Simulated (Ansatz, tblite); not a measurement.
**The cluster HfB₁₂: isomers from a random search**

An exercise on one series of results from a longer session: the logs are not shown, and one member is left open.

Computed with Ansatz 0.2.0, Gaussian basis. Level: relaxed with PBE-D4/def2-SVP, singlet.

5 further runs of the same task are left out: 3 that didn't finish, 2 set aside as unsound or not needed. Runs told in other sessions of the task aren't counted.

## Starting geometry

13 atoms, charge 0, spin multiplicity 1.

Atoms are counted from 1 here; the program's logs count them from 0.

Bond lengths: Hf1–B2 2.235 Å, Hf1–B3 2.236 Å, Hf1–B4 2.211 Å, Hf1–B5 2.256 Å, Hf1–B6 2.334 Å, Hf1–B7 2.211 Å, Hf1–B8 2.334 Å, Hf1–B9 2.458 Å, Hf1–B10 2.237 Å, Hf1–B11 2.226 Å, Hf1–B12 2.226 Å, Hf1–B13 2.256 Å, B2–B3 1.526 Å, B2–B10 1.526 Å, B3–B11 1.573 Å, B4–B5 1.542 Å, B4–B6 1.665 Å, B4–B12 1.741 Å and more. Angles: B2–Hf1–B3 39.9°, B2–Hf1–B4 125.2°, B2–Hf1–B5 153.9°, B2–Hf1–B6 106.5°, B2–Hf1–B7 125.1°, B2–Hf1–B8 106.5°, B2–Hf1–B9 107.8°, B2–Hf1–B10 39.9°, B2–Hf1–B11 80.2°, B2–Hf1–B12 80.2°, B2–Hf1–B13 153.9°, B3–Hf1–B4 161.2°, B3–Hf1–B5 158.4°, B3–Hf1–B6 122.2°, B3–Hf1–B7 85.2°, B3–Hf1–B8 76.6°, B3–Hf1–B9 98.5°, B3–Hf1–B10 78.9° and more.

Hf takes a core potential in the def2 sets. No spin-orbit coupling is included.

A search from random starts with GFN2-xTB found 20 distinct shapes; 2 go on here. The structure above is candidate A, which lies 0.00 eV above the lowest at that level; B lies 2.13 eV above the lowest at that level.

The first run:

in.yaml reads:

```yaml
crystal:
  periodic: [false, false, false]
  atoms:
    - {symbol: Hf, position_ang: [-0.379610, 0.309230, 0.266830]}
    - {symbol: B, position_ang: [-2.013490, 0.800250, -1.176710]}
    - {symbol: B, position_ang: [-0.844790, 1.763330, -1.367440]}
    - {symbol: B, position_ang: [-0.205980, -1.583100, 1.398010]}
    - {symbol: B, position_ang: [0.426890, -0.450700, 2.231590]}
    - {symbol: B, position_ang: [0.254180, -1.893620, -0.171930]}
    - {symbol: B, position_ang: [1.540940, 1.392930, 0.431170]}
    - {symbol: B, position_ang: [1.621010, 0.435260, -0.928190]}
    - {symbol: B, position_ang: [1.285680, -1.053840, -0.920880]}
    - {symbol: B, position_ang: [-2.229240, -0.597900, -0.603800]}
    - {symbol: B, position_ang: [0.695040, 1.749510, -1.046960]}
    - {symbol: B, position_ang: [-1.327160, -1.695060, 0.071280]}
    - {symbol: B, position_ang: [1.176520, 0.823720, 1.817040]}
basis:
  gaussian: {orbitals: def2-SVP}
hamiltonian: {xc: pbe, dispersion: d4}
scf: {lower_state_search: "off"}
output: {orbitals: {seedname: orbitals}}
relax: {f_tol: 0.03, max_steps: 70}
```

Run with:

```bash
$ ansatz run in.yaml --threads 4 --pin off --events-out ev --progress --plain --max-ram 6963MiB
```

Among the steps run: Relaxing candidate A; Relaxing candidate B; Candidate B, PBE0-D4/def2-TZVP; Candidate B, PBE-D4/def2-TZVP; Candidate B, r2SCAN-D4/def2-TZVP.

One of the session's tables, all rows but one given; the rest of the session is left out.

It belongs to the step «B against A». 

```
              level  B above A (kJ/mol)
           GFN1-xTB               -83.6
           GFN2-xTB               +98.9
   PBE-D4/def2-TZVP                   ?
r2SCAN-D4/def2-TZVP              +267.4
  PBE0-D4/def2-TZVP              +288.9
```

**Question.** Estimate the row for PBE-D4/def2-TZVP.

The run gave: B above A (kJ/mol): +253.0. In the column «B above A (kJ/mol)» it lies between GFN2-xTB (+98.9) and r2SCAN-D4/def2-TZVP (+267.4).

Limits of these values: The search was small, so a lower isomer may exist. Only singlets are compared; another spin may lie lower and prefer another shape.
